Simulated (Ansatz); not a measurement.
**C2H5BS: comparison of dispersion corrections, by script**

Aim: a comparison of dispersion corrections, for C2H5BS, run from a script.

Computed with Ansatz 0.2.0, driven from Python. The levels of theory stand in the script.

### Step 1. The structure

Bond lengths: B1–C2 1.545 Å, C2–S3 1.793 Å, B1–C4 1.544 Å, S3–C4 1.701 Å, B1–H5 1.246 Å, C2–H6 1.109 Å, C2–H7 1.127 Å, C4–H8 1.120 Å, C4–H9 1.190 Å. Angles (14 of 16 angles, heavy atoms first): B1–C2–S3 97.4°, C2–B1–C4 86.7°, C2–S3–C4 74.6°, B1–C4–S3 101.3°, B1–C2–H6 111.1°, B1–C2–H7 113.8°, S3–C2–H6 112.5°, S3–C2–H7 111.7°, C2–B1–H5 136.5°, C4–B1–H5 136.8°, B1–C4–H8 110.3°, B1–C4–H9 111.7°, S3–C4–H8 112.4°, S3–C4–H9 111.5°.

Input file c2h5bs.xyz:

```xyz
9

B    -0.43130    0.54660   -0.51440
C     1.03760    0.38770   -0.06420
S     0.81500   -1.08770    0.92990
C    -0.73160   -0.70990    0.33060
H    -1.08110    1.34840   -1.21190
H     1.70500    0.21650   -0.93370
H     1.42020    1.25040    0.55110
H    -1.14940   -1.52290   -0.31640
H    -1.49590   -0.47540    1.21190
```

### Step 2. The code

Contents of disp_c2h5bs.py:

```python
"""Size of D3 and D4 in C2H5BS."""

import ansatz as az

mol = az.Crystal.molecule_from_extxyz("c2h5bs.xyz")

setup = mol.calculation().basis(gaussian="def2-SVP")
for name in ["blyp", "r2scan"]:
    for correction in ("d3bj", "d4"):
        data = setup.functional(name, dispersion=correction).run(threads=1, pin="off").report
        print(f"{name:8s} {correction:5s} total {data['free_energy_ev']:.5f} eV, of which dispersion {1000 * data['dispersion']['energy']['ev']:.2f} meV")
```

### Step 3. What the engine is handed

The engine receives this input (first run):

```yaml
crystal:
  periodic: [false, false, false]
  atoms:
    - { symbol: B, position_ang: [-0.4313, 0.5466, -0.5144] }
    - { symbol: C, position_ang: [1.0376, 0.3877, -0.0642] }
    - { symbol: S, position_ang: [0.815, -1.0877, 0.9299] }
    - { symbol: C, position_ang: [-0.7316, -0.7099, 0.3306] }
    - { symbol: H, position_ang: [-1.0811, 1.3484, -1.2119] }
    - { symbol: H, position_ang: [1.705, 0.2165, -0.9337] }
    - { symbol: H, position_ang: [1.4202, 1.2504, 0.5511] }
    - { symbol: H, position_ang: [-1.1494, -1.5229, -0.3164] }
    - { symbol: H, position_ang: [-1.4959, -0.4754, 1.2119] }
basis:
  gaussian:
    orbitals: def2-SVP
hamiltonian:
  xc: blyp
  dispersion: d3bj
```

### Step 4. The run

Started as:

```bash
python disp_c2h5bs.py
```

What it wrote:

```text
blyp     d3bj  total -13658.19249 eV, of which dispersion -416.79 meV
blyp     d4    total -13658.19094 eV, of which dispersion -415.24 meV
DeckWarning: the engine holds no damping parameters fitted to this dispersion correction and functional, so the run takes those fitted to r2scan beside the three-body term, which d3bj leaves out (hamiltonian.dispersion, under Limitations)
r2scan   d3bj  total -13657.21426 eV, of which dispersion -49.83 meV
r2scan   d4    total -13657.20595 eV, of which dispersion -41.52 meV
```

(Warnings from the package without file and line.)

It took 14 s on 1 thread of Arm Neoverse V1, shared host; peak memory 0.19 GiB.

### Step 5. What changed from run to run

The engine's inputs for the other runs:

Run 2, against run 1:

```diff
@@ -18 +18 @@
-  dispersion: d3bj
+  dispersion: d4
```

Run 3, against run 1:

```diff
@@ -17 +17 @@
-  xc: blyp
+  xc: r2scan
```

Run 4, against run 1:

```diff
@@ -17,2 +17,2 @@
-  xc: blyp
-  dispersion: d3bj
+  xc: r2scan
+  dispersion: d4
```

Lines on the test bed's own set-up are left out of the output.

### Step 6. Run by run

From the records of these 4 runs:

```tsv
run	functional	dispersion	energy (eV)	SCF cycles	CPU time (s)
1	blyp	d3bj	-13658.1925	17	2.3
2	blyp	d4	-13658.1909	17	2.3
3	r2scan	d3bj	-13657.2143	17	4.6
4	r2scan	d4	-13657.2060	17	4.5
```

Totals hang on method, basis and potentials, so only like runs compare.

### Step 7. Outcome

| quantity | value |
| --- | --- |
| dispersion energy | -416.79 to -41.52 meV |
| runs compared | 4 |

The dispersion term depends on the functional it is damped for, so it isn't a property of the molecule alone. All 4 runs converged. Caveats:
- The geometry is a force-field or estimated start, not a minimum of this method, and the basis set is short of its limit. D4 holds the three-body term, and d3bj doesn't.
- A dispersion term here runs with damping parameters fitted for another variant or functional.
